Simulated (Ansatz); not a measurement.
# FGeH3O: the cost of one run

All numbers below are computed with Ansatz 0.2.0 (RKS PBE-D4/def2-SVP).

### Step 1. The structure to begin with

Bond lengths: Ge1–O2 1.970 Å, O2–H3 1.010 Å, Ge1–H4 1.750 Å, Ge1–F5 1.679 Å, Ge1–H6 1.549 Å. Angles: Ge1–O2–H3 76.4°, O2–Ge1–H4 43.1°, O2–Ge1–F5 122.8°, O2–Ge1–H6 122.8°, H4–Ge1–F5 122.1°, H4–Ge1–H6 122.1°, F5–Ge1–H6 109.5°.

Structure file:

```xyz
6

Ge    0.0000    0.0000    0.0000
O     1.1168    0.0000    1.6228
H     0.2072   -0.2814    1.9600
H     1.7092    0.0000    0.3760
F    -0.7913    1.3709   -0.5594
H    -0.7300   -1.2648   -0.5162
```

### Step 2. Pulling towards end A

Springs on the bonds that form and break draw the guess towards this end; the thresholds are loose.

Input file input.yaml:

```yaml
crystal:
  periodic: [false, false, false]
  atoms:
    - { symbol: Ge, position_ang: [0.0, 0.0, 0.0] }
    - { symbol: O, position_ang: [1.1168, 0.0, 1.6228] }
    - { symbol: H, position_ang: [0.2072, -0.2814, 1.96] }
    - { symbol: H, position_ang: [1.7092, 0.0, 0.376] }
    - { symbol: F, position_ang: [-0.7913, 1.3709, -0.5594] }
    - { symbol: H, position_ang: [-0.73, -1.2648, -0.5162] }
basis:
  gaussian: { orbitals: def2-SVP }
hamiltonian:
  xc: pbe
  dispersion: d4
relax:
  f_tol: 0.15
  max_steps: 25
  restrain:
    - { distance: [1, 3], at: 2.21, k: 30.0 }
    - { distance: [0, 1], at: 1.77, k: 30.0 }
    - { distance: [0, 3], at: 1.55, k: 30.0 }
```

Command:

```
> ansatz run input.yaml --threads 2 --pin off --max-ram 3072MiB --backend cpu --events-out ev --progress --plain --runs-dir out
```

What time and memory should one allow on 2 threads of Arm Neoverse V2, shared host?

About 7.2 s, with a peak of 0.13 GiB.
